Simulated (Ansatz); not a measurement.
**CH4ClNSi: up Jacob's ladder to CCSD(T)**

The task here is to estimate one member of a computed series from the others.

Program: Ansatz 0.2.0, Gaussian basis. Level of theory: functionals in def2-TZVPP, the program's frozen cores in correlated methods. These are calculated values, not measurements.

Plan: LDA (SPW92), PBE-D4, revPBE-D4, BLYP-D4, r2SCAN-D4, B97M-V, PBE0-D4, B3LYP-D4, r2SCANh-D4, r2SCAN0-D4, HSE06-D4, BHLYP-D4, CAM-B3LYP-D4, LC-ωPBE, ωB97X-V, ωB97M-V, B2PLYP, PBE-QIDH; CCSD(T)/def2-SVP; CCSD(T)/def2-TZVPP; MP2/def2-QZVPP; extrapolation to the limit; RPA on PBE.

## The relaxed structure

All runs share one geometry, relaxed beforehand with PBE0-D4 in a triple-zeta def2 set.

8 atoms, charge 0, spin multiplicity 1.

Atoms are counted from 1 here; the program's logs count them from 0.

Bond lengths: N1–C2 1.248 Å, N1–H5 1.020 Å, C2–Si3 1.893 Å, C2–Cl4 1.786 Å, Si3–H6 1.482 Å, Si3–H7 1.482 Å, Si3–H8 1.480 Å. Angles: C2–N1–H5 114.3°, N1–C2–Si3 124.3°, N1–C2–Cl4 123.1°, Si3–C2–Cl4 112.7°, C2–Si3–H6 107.7°, C2–Si3–H7 107.7°, C2–Si3–H8 108.6°, H6–Si3–H7 109.8°, H6–Si3–H8 111.4°, H7–Si3–H8 111.4°.

Set-up of the first run:

Contents of in.yaml:

```yaml
crystal:
  periodic: [false, false, false]
  atoms:
    - {symbol: N, position_ang: [-0.133963, 1.454717, -0.961907]}
    - {symbol: C, position_ang: [-0.418521, 0.335375, -0.490032]}
    - {symbol: Si, position_ang: [0.653358, -0.598331, 0.760326]}
    - {symbol: Cl, position_ang: [-1.899099, -0.560559, -0.931261]}
    - {symbol: H, position_ang: [-0.820556, 1.817518, -1.623873]}
    - {symbol: H, position_ang: [1.022560, -1.900497, 0.155691]}
    - {symbol: H, position_ang: [-0.163537, -0.822565, 1.976881]}
    - {symbol: H, position_ang: [1.851856, 0.217343, 1.058375]}
basis:
  gaussian: {orbitals: def2-TZVPP}
hamiltonian: {xc: lda}
output: {orbitals: {seedname: orbitals}}
```

Run with:

```
$ ansatz run in.yaml --threads 2 --pin off --events-out ev --progress --plain --max-ram 4352MiB
```

Among the steps run: LDA; PBE-D4 (GGA); revPBE-D4 (GGA); BLYP-D4 (GGA); r2SCAN-D4 (meta-GGA); B97M-V (meta-GGA); B3LYP-D4 (hybrid); r2SCANh-D4 (hybrid); r2SCAN0-D4 (hybrid); HSE06-D4 (hybrid); BHLYP-D4 (hybrid); CAM-B3LYP-D4 (range-separated); LC-ωPBE (range-separated); ωB97X-V (range-separated); ωB97M-V (range-separated); B2PLYP (double hybrid); PBE-QIDH (double hybrid).

One of the session's tables, all rows but one given; the rest of the session is left out.

It belongs to the step «Orbital energies across the functionals». 

```
  functional  HOMO (eV)  gap (eV)
 LDA (SPW92)      -6.96      4.50
      PBE-D4      -6.86      4.63
   revPBE-D4      -6.81      4.66
     BLYP-D4      -6.73      4.66
   r2SCAN-D4      -7.20      5.11
      B97M-V      -7.39      5.34
     PBE0-D4      -8.27      7.07
    B3LYP-D4      -8.02      6.61
  r2SCANh-D4      -7.71      6.02
  r2SCAN0-D4      -8.50      7.38
    HSE06-D4      -7.87      6.29
    BHLYP-D4          ?         ?
CAM-B3LYP-D4      -9.62      9.64
     LC-ωPBE     -10.93     12.11
     ωB97X-V     -10.62     11.74
     ωB97M-V     -10.50     11.54
```

Estimate the missing values for BHLYP-D4.

Worked estimate for «HOMO (eV)». Against the share of exact exchange, BLYP-D4 (0, -6.73), B3LYP-D4 (0.2, -8.02) give a slope of -6.45 per unit share; at 0.5 the line stands at -9.95.

The run gave: HOMO (eV): -9.59; gap (eV): 9.59. In «HOMO (eV)» the line misses by -0.36.
